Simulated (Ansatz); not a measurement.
**YbIn2Pt (Cmcm): the equilibrium volume**

Aim: the volume at which the pressure of YbIn2Pt (Cmcm) vanishes.

Method: DFT PBEsol, scalar-relativistic, plane waves, PAW, in Ansatz 0.2.0.

### Step 1. Starting point

It takes space group Cmcm (No. 63, orthorhombic). The conventional cell has a = 4.419 Å, b = 10.334 Å, c = 8.115 Å, α = 90.00°, β = 90.00°, γ = 90.00°. In (site symmetry m) is surrounded by 3 Pt at 2.83 to 2.85 Å and 4 In at 3.06 to 3.24 Å. Pt (site symmetry m2m) is surrounded by 6 In at 2.83 to 2.85 Å and 3 Yb at 2.97 to 3.12 Å. Around Yb (site symmetry m2m) lie 3 Pt at 2.97 to 3.12 Å and 10 In at 3.38 to 3.50 Å.

As a file:

```
CELL_PARAMETERS angstrom
2.20949 -5.16680 0.00000
2.20949 5.16680 0.00000
0.00000 0.00000 8.11505
ATOMIC_POSITIONS crystal
In 0.85739 0.14261 0.44890
In 0.14261 0.85739 0.55110
In 0.85739 0.14261 0.05110
In 0.14261 0.85739 0.94890
Pt 0.28102 0.71898 0.25000
Pt 0.71898 0.28102 0.75000
Yb 0.56836 0.43165 0.25000
Yb 0.43165 0.56836 0.75000
```

### Step 2. At the starting volume (PBEsol, 4×4×2 mesh)

The input, input.yaml:

```yaml
crystal:
  lattice:
    - [2.20948622, -5.16679769, 0.0]
    - [2.20948622, 5.16679769, 0.0]
    - [0.0, 0.0, 8.11505317]
  atoms:
    - { symbol: In, position: [0.857386, 0.142614, 0.448896] }
    - { symbol: In, position: [0.142614, 0.857386, 0.551104] }
    - { symbol: In, position: [0.857386, 0.142614, 0.051104] }
    - { symbol: In, position: [0.142614, 0.857386, 0.948896] }
    - { symbol: Pt, position: [0.28102, 0.71898, 0.25] }
    - { symbol: Pt, position: [0.71898, 0.28102, 0.75] }
    - { symbol: Yb, position: [0.568355, 0.431645, 0.25] }
    - { symbol: Yb, position: [0.431645, 0.568355, 0.75] }
basis:
  ecutwfc: 420
kpoints:
  mp_grid: { grid: [4, 4, 2] }
hamiltonian:
  xc: pbesol
scf:
  occupations: { method: gaussian, width: 0.1 }
output:
  forces: true
  stress: true
  eigenvalues: true
```

Launch:

```sh
> ansatz run input.yaml --threads 8 --pin off --max-ram 14336MiB --backend cpu --events-out ev --progress --plain --runs-dir out
```

Further steps of the session: Full relaxation.

Q: Predict the outcome of this session. Wanted: volume; pressure; conventional cell; gap on the mesh.

**Answer**, as computed:

| quantity | value |
| --- | --- |
| volume | 21.749 Å³/atom |
| pressure | 0.00 GPa |
| conventional cell | a = 4.295 Å, b = 10.281 Å, c = 7.880 Å, α = 90.00°, β = 90.00°, γ = 90.00° |
| gap on the mesh | none (metal) |

What this shows: From the first run shown, the volume went from 23.16 to 21.75 Å³/atom (-6.1 %) in 2 runs, where the pressure is zero within 0.01 GPa. Spin–orbit coupling is left out, though the cell holds Pt; in elements this heavy it can shift levels and gaps by tenths of an eV. Spin polarisation wasn't allowed in this run. No U acts on the 4f shell, so its levels can lie too near the Fermi level.
